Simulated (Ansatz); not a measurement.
## CH8GeN2, SMILES NC[NH][GeH3]: a ladder of methods at one geometry, step by step

Computed with Ansatz 0.2.0 through its Python package.

Run as a notebook:

In [1]:
```python
import ansatz
from ase import Atoms
```

In [2]:
```python
atoms = Atoms(["N", "C", "N", "Ge", "H", "H", "H", "H", "H", "H", "H", "H"], positions=[
    [-1.4283, 1.4606, 0.456],
    [-0.5606, 0.5934, -0.2306],
    [0.0832, -0.2413, 0.7462],
    [1.3839, -1.3719, -0.1254],
    [-1.9506, 2.0721, -0.307],
    [-0.9111, 2.1843, 1.0212],
    [0.2215, 1.191, -0.7958],
    [-1.0927, -0.0202, -0.9501],
    [-0.6004, -0.8377, 1.2504],
    [0.5397, -2.2476, -1.1259],
    [2.3733, -0.5398, -0.836],
    [2.019, -2.298, 0.9311],
])
system = ansatz.Crystal.molecule_from_ase(atoms)
```

In [3]:
```python
calculation = system.calculation().basis(gaussian="def2-SVP")
```

In [4]:
```python
methods = ["mp2", "ccsd", "ccsd_t"]
reports = [calculation.correlation(m).run(threads=1, pin="off").report for m in methods]
print(f"Hartree-Fock reference {reports[0]['reference_energy_ev'] / 27.211386246:.6f} Ha")
best = reports[-1]["free_energy_ev"] - reports[-1]["reference_energy_ev"]
for method, each in zip(methods, reports):
    gained = each["free_energy_ev"] - each["reference_energy_ev"]
    print(f"{method:8s} total {each['free_energy_ev'] / 27.211386246:.6f} Ha  correlation {gained:9.4f} eV  ({100 * gained / best:.1f} % of the last)")
```
```text
Hartree-Fock reference -2226.376237 Ha
mp2      total -2227.104580 Ha  correlation  -19.8192 eV  (92.0 % of the last)
ccsd     total -2227.145985 Ha  correlation  -20.9459 eV  (97.2 % of the last)
ccsd_t   total -2227.167766 Ha  correlation  -21.5386 eV  (100.0 % of the last)
```

Caveats:
- Total energies depend on the basis set; only differences at equal settings carry meaning.
- The geometry is a force-field or estimated start, not a minimum of this method, and the basis set is short of its limit. A lower total doesn't mark the better method: functionals have no common bound, and MP2 and coupled cluster aren't variational.
- Inner cores stay frozen; a filled d shell under the valence of the heavier atoms is correlated with it.
- Finished in 40 s on 1 thread of Intel(R) Xeon(R) Processor @ 2.30GHz (shared host), peak memory 0.72 GiB.
